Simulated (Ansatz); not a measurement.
# SiAsH2 (quartet): the correlation ladder, cc-pVDZ

How much of the correlation energy of SiAsH2 (quartet) does each wave-function method recover here?

Method: cc-pVDZ, core rule «outside noble gas», up to 19 orbitals frozen; program: Ansatz 0.2.0, Gaussian basis.

To be run: UHF; CCSD(T) on ROHF; CCSD(T) on UHF; BCCD(T) on ROHF; CISD; CCSDT(Q) on ROHF; CCSDT(Q) on UHF; CCSDTQ on ROHF; CASSCF and MRCISD+Q, 11 electrons in 10 orbitals; CASSCF and MRCISD+Q(relaxed), 11 electrons in 10 orbitals; CASSCF and NEVPT2, 11 electrons in 10 orbitals.

3 further runs of the same task are left out: 3 set aside as unsound or not needed.

## (1) What is computed

The geometry is a PBE0/def2-TZVP stationary point (not a proven minimum). No spin-orbit coupling is included. The filled d shell of As may be among the frozen orbitals whatever the setting's name suggests; the logs give the count.

4 atoms, charge 0, spin multiplicity 4.

Atoms are counted from 1 here; the program's logs count them from 0.

Bond lengths: Si1–As2 2.399 Å, Si1–H3 1.478 Å, Si1–H4 1.478 Å. Angles: As2–Si1–H3 121.2°, As2–Si1–H4 121.2°, H3–Si1–H4 117.6°.

## (2) UHF

Input file in.yaml:

```yaml
crystal:
  periodic: [false, false, false]
  atoms:
    - {symbol: Si, position_ang: [0.000000, 0.000000, 1.696441]}
    - {symbol: As, position_ang: [0.000000, 0.000000, -0.702186]}
    - {symbol: H, position_ang: [0.000000, 1.264239, 2.462181]}
    - {symbol: H, position_ang: [0.000000, -1.264239, 2.462181]}
basis:
  gaussian: {orbitals: cc-pVDZ}
magnetization: {spin_polarized: true, initial_magnetization: 3}
hamiltonian: {xc: hf}
output: {orbitals: {seedname: orbitals}}
```

Run with:

```console
> ansatz run in.yaml --threads 1 --pin off --events-out ev --progress --plain --max-ram 4096MiB --backend cpu
```

The runs that follow: CCSD(T) on ROHF; CCSD(T) on UHF; BCCD(T) on ROHF; CISD; CCSDT(Q) on ROHF; CCSDT(Q) on UHF; CCSDTQ on ROHF; CASSCF and MRCISD+Q, 11 electrons in 10 orbitals; CASSCF and MRCISD+Q(relaxed), 11 electrons in 10 orbitals; CASSCF and NEVPT2, 11 electrons in 10 orbitals.

Before running them: what should the planned runs give, taken together? Wanted: RCCSDTQ from the RHF energy; RMP2 from RCCSDTQ; UMP2 from RCCSDTQ; RCCSD from RCCSDTQ; RCCSD(T) from RCCSDTQ; UCCSD(T) from RCCSDTQ; RCCSDT(Q) from RCCSDTQ; UCCSDT(Q) from RCCSDTQ; NEVPT2 valence from RCCSDTQ.

**Answer**, as computed:

| quantity | value |
| --- | --- |
| RCCSDTQ from the ROHF energy | -5.5171 eV |
| RMP2 from RCCSDTQ | +112.3 kJ/mol |
| UMP2 from RCCSDTQ | +115.3 kJ/mol |
| RCCSD from RCCSDTQ | +17.7 kJ/mol |
| RCCSD(T) from RCCSDTQ | +4.0 kJ/mol |
| UCCSD(T) from RCCSDTQ | +3.3 kJ/mol |
| RCCSDT(Q) from RCCSDTQ | +0.1 kJ/mol |
| UCCSDT(Q) from RCCSDTQ | -0.7 kJ/mol |
| NEVPT2 valence from RCCSDTQ | +102.1 kJ/mol |
| MRCISD+Q valence from RCCSDTQ | +2.0 kJ/mol |
| MRCISD+Q(relaxed) valence from RCCSDTQ | -1.2 kJ/mol |
| levels within 1 kcal/mol (43 meV) | RCCSD(T), UCCSD(T), BCCD(T), RCCSDT, UCCSDT, RCCSDT(Q), UCCSDT(Q), MRCISD+Q valence, MRCISD+Q(relaxed) valence |
| T1 diagnostic | 0.019 |
| effectively unpaired electrons | 3.02 |

What this shows: RCCSD(T) misses by +4.0 kJ/mol, 0.8 % of the correlation energy. One determinant dominates. Of the multireference levels listed MRCISD+Q(relaxed) valence comes nearest in total energy (-1.2 kJ/mol), which doesn't show that its space is the better one. These misses are within one basis, not against nature; the frozen cores of restricted and unrestricted runs differ, which can shift their rows.

With open shells the CI space here admits some triples and quadruples, so it is larger than plain CISD.
